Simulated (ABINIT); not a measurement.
The system is Ca3AsP.

```xyz
5
Lattice="5.3339 0.0000 0.0000 0.0000 5.3339 0.0000 0.0000 0.0000 5.3339" Properties=species:S:1:pos:R:3 pbc="T T T"
As    0.0000    0.0000    0.0000
Ca    2.6669    2.6669    0.0000
Ca    2.6669    0.0000    2.6669
Ca    0.0000    2.6669    2.6669
P     2.6669    2.6669    2.6669
```

The cell comes from a database or a generator and needn't be the stable form of this composition.

| Quantity | Value |
| --- | --- |
| Program | ABINIT 10.8.3 (patched build) |
| Task | single point |
| Functional | PBE |
| Potentials or basis | JTH PAW PBE v2.0 |
| Cutoff | 544 eV |
| k mesh | 5 × 5 × 5 |
| Occupations | fermi-dirac, width 0.05 eV |
| Spin | no spin polarisation |

On this cell: pressure -0.2 GPa; largest force zero by symmetry; band gap on the k mesh 0.19 eV, direct.

The same run follows on a disturbed copy (atoms moved at random, drawn with an rms of 0.05 Å):

```xyz
5
Lattice="5.3339 0.0000 0.0000 0.0000 5.3339 0.0000 0.0000 0.0000 5.3339" Properties=species:S:1:pos:R:3 pbc="T T T"
As   -0.0127    0.0179    0.0080
Ca    2.7070    2.6606   -0.0064
Ca    2.6931   -0.0239    2.6744
Ca   -0.0078    2.6716    2.6565
P     2.6763    2.6930    2.6800
```

What does the disturbed cell give?

The energy moves by +2.8 meV/atom; pressure -0.1 GPa; largest force 0.487 eV/Å; band gap on the k mesh 0.20 eV, direct.

Forces on the atoms (eV/Å):
```
As  -0.053  0.017  0.014
Ca   0.000 -0.047  0.178
Ca  -0.002  0.486 -0.016
Ca   0.228 -0.047 -0.017
P   -0.174 -0.409 -0.158
```

Stress tensor (GPa, compression positive):
```
-0.15  0.00  0.00
 0.00 -0.06 -0.01
 0.00 -0.01 -0.15
```

